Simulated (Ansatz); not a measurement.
**C2H2F2Si: up Jacob's ladder to CCSD(T)**

One table from this session's results is given with a row withheld; the runs are named, their logs left out.

Method: functionals in def2-TZVPP, the program's frozen cores in correlated methods; program: Ansatz 0.2.0, Gaussian basis.

The runs, in order: LDA (SPW92), PBE-D4, revPBE-D4, BLYP-D4, r2SCAN-D4, B97M-V, PBE0-D4, B3LYP-D4, r2SCANh-D4, r2SCAN0-D4, HSE06-D4, BHLYP-D4, CAM-B3LYP-D4, LC-ωPBE, ωB97X-V, ωB97M-V, B2PLYP, PBE-QIDH; CCSD(T)/def2-SVP; CCSD(T)/def2-TZVPP; MP2/def2-QZVPP; extrapolation to the limit; RPA on PBE.

**Structure used throughout**

An earlier PBE0-D4 in a triple-zeta def2 set relaxation fixed the geometry.

SMILES `F[Si]1(F)C=C1`, 7 atoms, charge 0, spin multiplicity 1.

Atoms are counted from 1 here; the program's logs count them from 0.

Bond lengths: F1–Si2 1.581 Å, Si2–F3 1.581 Å, Si2–C4 1.759 Å, Si2–C5 1.759 Å, C4–C5 1.362 Å, C4–H6 1.084 Å, C5–H7 1.084 Å. Angles: F1–Si2–F3 103.9°, F1–Si2–C4 124.6°, F1–Si2–C5 124.6°, F3–Si2–C4 124.6°, F3–Si2–C5 124.6°, C4–Si2–C5 45.5°, Si2–C4–C5 67.2°, Si2–C4–H6 160.4°, C5–C4–H6 132.3°, Si2–C5–C4 67.2°, Si2–C5–H7 160.4°, C4–C5–H7 132.3°.

Set-up of the first run:

in.yaml

```yaml
crystal:
  periodic: [false, false, false]
  atoms:
    - {symbol: F, position_ang: [0.680210, -1.297700, 1.687443]}
    - {symbol: Si, position_ang: [0.097140, -0.828965, 0.294663]}
    - {symbol: F, position_ang: [-0.289500, -2.180441, -0.428897]}
    - {symbol: C, position_ang: [-0.689547, 0.718360, 0.009736]}
    - {symbol: C, position_ang: [0.556956, 0.652919, -0.534106]}
    - {symbol: H, position_ang: [-1.438690, 1.501724, 0.026270]}
    - {symbol: H, position_ang: [1.144630, 1.366104, -1.100811]}
basis:
  gaussian: {orbitals: def2-TZVPP}
hamiltonian: {xc: lda}
output: {orbitals: {seedname: orbitals}}
```

On the command line:

```
ansatz run in.yaml --threads 2 --pin off --events-out ev --progress --plain --max-ram 4352MiB
```

Among the steps run: LDA; PBE-D4 (GGA); revPBE-D4 (GGA); BLYP-D4 (GGA); r2SCAN-D4 (meta-GGA); B97M-V (meta-GGA); PBE0-D4 (hybrid); B3LYP-D4 (hybrid); r2SCANh-D4 (hybrid); r2SCAN0-D4 (hybrid); HSE06-D4 (hybrid); BHLYP-D4 (hybrid); CAM-B3LYP-D4 (range-separated); LC-ωPBE (range-separated); ωB97X-V (range-separated); ωB97M-V (range-separated); B2PLYP (double hybrid); PBE-QIDH (double hybrid).

One table of the session follows, with a row left open; its other results are not shown here.

It belongs to the step «Frontier levels by functional». 

| functional | HOMO (eV) | gap (eV) |
| --- | --- | --- |
| LDA (SPW92) | -6.88 | 4.71 |
| PBE-D4 | -6.76 | 4.86 |
| revPBE-D4 | -6.71 | 4.91 |
| BLYP-D4 | -6.66 | 4.92 |
| r2SCAN-D4 | -7.02 | 5.38 |
| B97M-V | -7.08 | 5.56 |
| PBE0-D4 | -8.10 | 7.28 |
| B3LYP-D4 | -7.90 | 6.85 |
| r2SCANh-D4 | -7.52 | 6.27 |
| r2SCAN0-D4 | -8.26 | 7.58 |
| HSE06-D4 | -7.69 | 6.48 |
| BHLYP-D4 | -9.37 | 9.71 |
| CAM-B3LYP-D4 | -9.50 | 9.87 |
| LC-ωPBE | -10.82 | 12.40 |
| ωB97X-V | ? | ? |
| ωB97M-V | -10.30 | 11.70 |

**Question.** Estimate the row for ωB97X-V.

As computed: HOMO (eV): -10.47; gap (eV): 11.98. In the column «HOMO (eV)» it lies between LC-ωPBE (-10.82) and ωB97M-V (-10.30).
